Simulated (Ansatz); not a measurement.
Crystal: Ba2Tl5V3O12.

```
Ba V Tl O
1.0
     9.93665    0.00000    0.00000
     0.00000    9.93665    0.00000
     0.00000    0.00000    6.65552
Ba V Tl O
2 3 5 12
Direct
  0.00000 0.50000 0.00000
  0.50000 0.00000 0.00000
  0.50000 0.50000 0.00000
  0.50000 0.00000 0.50000
  0.00000 0.50000 0.50000
  0.00000 0.00000 0.50000
  0.67321 0.32679 0.46014
  0.32679 0.67321 0.46014
  0.67321 0.67321 0.53986
  0.32679 0.32679 0.53986
  0.39848 0.60152 0.14652
  0.60152 0.39848 0.14652
  0.60152 0.60152 0.85348
  0.39848 0.39848 0.85348
  0.59959 0.09072 0.33579
  0.40041 0.09072 0.66421
  0.59959 0.90928 0.66421
  0.40041 0.90928 0.33579
  0.09072 0.59959 0.33579
  0.09072 0.40041 0.66421
  0.90928 0.59959 0.66421
  0.90928 0.40041 0.33579
```

The cell was built by a generator and needn't be a form met in nature.

Base run:

```yaml
Program: Ansatz 0.2.0
Functional: r2SCAN
Potentials_or_basis: Ansatz PAW
Cutoff: "500 eV (not typed: the program's choice for these potentials)"
k_mesh: 3 × 3 × 4
Occupations: fermi-dirac, width 0.05 eV
Spin: collinear spin, ferromagnetic start
Starting_moments: "[0.0, 0.0, 2.0, 2.0, 2.0, 0.0, 0.0, 0.0, 0.0, 0.0, 0.0, 0.0, 0.0, 0.0, 0.0, 0.0, 0.0, 0.0, 0.0, 0.0, 0.0, 0.0] μB"
```

Its results: band gap on the k mesh 0.88 eV, indirect (least direct gap 1.01 eV); pressure -1.5 GPa; net moment 0.00 μB per cell; largest force 0.418 eV/Å.

Task: The run is repeated on the same cell with these changes: functional from r2SCAN to revPBE; cutoff from 500 eV (not typed: the program's choice for these potentials) to 420 eV (not typed: the program's choice for these potentials). What comes out?

Result: Band gap on the k mesh 0.48 eV, indirect (least direct gap 0.61 eV); pressure 1.2 GPa; net moment 0.00 μB per cell; largest force 0.153 eV/Å.

r2SCAN gives the wider gap, since meta-GGAs in the generalised Kohn-Sham scheme recover part of the derivative discontinuity.

Caveats: spin-orbit coupling is left out, which as a rule narrows the gap of such compounds by several tenths of an eV; the PAW data sets come from PBE, with cores solved anew for the run's functional, which leaves a small shift of forces and pressure; the starting moments weren't kept; the magnetic or orbital state may not be the lowest (some runs).
